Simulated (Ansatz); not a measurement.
# CH7B2NSi: one species, many methods

An exercise on one series of results from a longer session: the logs are not shown, and one member is left open.

Program: Ansatz 0.2.0, Gaussian basis. Level of theory: functionals in def2-TZVPP, the program's frozen cores in correlated methods. These are calculated values, not measurements.

Levels to be run: LDA (SPW92), PBE-D4, revPBE-D4, BLYP-D4, r2SCAN-D4, B97M-V, PBE0-D4, B3LYP-D4, r2SCANh-D4, r2SCAN0-D4, HSE06-D4, BHLYP-D4, CAM-B3LYP-D4, LC-ωPBE, ωB97X-V, ωB97M-V, B2PLYP, PBE-QIDH; CCSD(T)/def2-SVP; CCSD(T)/def2-TZVPP; MP2/def2-QZVPP; extrapolation to the limit; RPA on PBE.

## The geometry

An earlier PBE0-D4 in a triple-zeta def2 set relaxation fixed the geometry.

SMILES `C[Si]1(N)BB1`, 12 atoms, charge 0, spin multiplicity 1.

Atoms are counted from 1 here; the program's logs count them from 0.

Bond lengths: C1–Si2 1.868 Å, C1–H6 1.094 Å, C1–H7 1.093 Å, C1–H8 1.088 Å, Si2–N3 1.696 Å, Si2–B4 2.090 Å, Si2–B5 2.001 Å, N3–H9 1.005 Å, N3–H10 1.006 Å, B4–B5 1.469 Å, B4–H11 1.182 Å, B5–H12 1.184 Å. Angles: Si2–C1–H6 109.5°, Si2–C1–H7 109.9°, Si2–C1–H8 111.8°, H6–C1–H7 108.0°, H6–C1–H8 108.6°, H7–C1–H8 108.9°, C1–Si2–N3 104.7°, C1–Si2–B4 105.8°, C1–Si2–B5 146.1°, N3–Si2–B4 148.8°, N3–Si2–B5 108.8°, B4–Si2–B5 42.0°, Si2–N3–H9 123.3°, Si2–N3–H10 123.1°, H9–N3–H10 113.6°, Si2–B4–B5 65.8°, Si2–B4–H11 105.5°, B5–B4–H11 168.4° and more.

Geometry (Å):

```mol
CH7B2NSi
  3D, bonds by distance, orders not assigned

 12 12  0  0  0  0  0  0  0  0999 V2000
   -1.3083   -0.4712    0.8719 C   0  0
    0.1846    0.0660   -0.1138 Si  0  0
    1.3518    0.4603    1.0523 N   0  0
   -0.2877   -0.3169   -2.1130 B   0  0
    0.9005    0.5255   -1.9254 B   0  0
   -1.6368    0.3503    1.5153 H   0  0
   -1.0475   -1.3188    1.5117 H   0  0
   -2.1362   -0.7591    0.2270 H   0  0
    2.2702    0.7975    0.8221 H   0  0
    1.1755    0.4164    2.0418 H   0  0
   -1.3366   -0.8602   -2.0906 H   0  0
    1.9475    1.0550   -1.7653 H   0  0
  1  2  8  0
  2  3  8  0
  2  4  8  0
  4  5  8  0
  1  6  8  0
  1  7  8  0
  1  8  8  0
  3  9  8  0
  3 10  8  0
  4 11  8  0
  5 12  8  0
  2  5  8  0
M  END
```

Set-up of the first run:

in.yaml reads:

```yaml
crystal:
  periodic: [false, false, false]
  atoms:
    - {symbol: C, position_ang: [-1.308324, -0.471180, 0.871927]}
    - {symbol: Si, position_ang: [0.184610, 0.066032, -0.113761]}
    - {symbol: N, position_ang: [1.351803, 0.460305, 1.052296]}
    - {symbol: B, position_ang: [-0.287673, -0.316891, -2.113030]}
    - {symbol: B, position_ang: [0.900539, 0.525536, -1.925366]}
    - {symbol: H, position_ang: [-1.636834, 0.350256, 1.515283]}
    - {symbol: H, position_ang: [-1.047524, -1.318750, 1.511678]}
    - {symbol: H, position_ang: [-2.136245, -0.759072, 0.227032]}
    - {symbol: H, position_ang: [2.270190, 0.797538, 0.822084]}
    - {symbol: H, position_ang: [1.175522, 0.416378, 2.041838]}
    - {symbol: H, position_ang: [-1.336623, -0.860171, -2.090620]}
    - {symbol: H, position_ang: [1.947458, 1.055017, -1.765262]}
basis:
  gaussian: {orbitals: def2-TZVPP}
hamiltonian: {xc: lda}
output: {orbitals: {seedname: orbitals}}
```

Among the steps run: LDA; PBE-D4 (GGA); revPBE-D4 (GGA); BLYP-D4 (GGA); r2SCAN-D4 (meta-GGA); B97M-V (meta-GGA); PBE0-D4 (hybrid); B3LYP-D4 (hybrid); r2SCANh-D4 (hybrid); r2SCAN0-D4 (hybrid); HSE06-D4 (hybrid); BHLYP-D4 (hybrid); CAM-B3LYP-D4 (range-separated); LC-ωPBE (range-separated); ωB97X-V (range-separated); ωB97M-V (range-separated); B2PLYP (double hybrid); PBE-QIDH (double hybrid).

One table of the session follows, with a row left open; its other results are not shown here.

It belongs to the step «Orbital energies across the functionals». 

```
  functional  HOMO (eV)  gap (eV)
 LDA (SPW92)      -5.20      3.21
      PBE-D4      -5.05      3.24
   revPBE-D4      -4.99      3.26
     BLYP-D4      -4.84      3.23
   r2SCAN-D4          ?         ?
      B97M-V      -5.20      3.63
     PBE0-D4      -5.96      5.04
    B3LYP-D4      -5.73      4.66
  r2SCANh-D4      -5.55      4.28
  r2SCAN0-D4      -6.06      5.27
    HSE06-D4      -5.57      4.27
    BHLYP-D4      -6.67      6.80
CAM-B3LYP-D4      -7.10      7.32
     LC-ωPBE      -8.38      9.65
     ωB97X-V      -8.06      9.27
     ωB97M-V      -7.95      8.97
```

**Question.** Estimate the row for r2SCAN-D4.

Worked estimate for «HOMO (eV)». Against the share of exact exchange, r2SCANh-D4 (0.1, -5.55), r2SCAN0-D4 (0.25, -6.06) give a slope of -3.40 per unit share; at 0 the line stands at -5.21.

The run gave: HOMO (eV): -5.20; gap (eV): 3.61. In «HOMO (eV)» the line misses by -0.01.
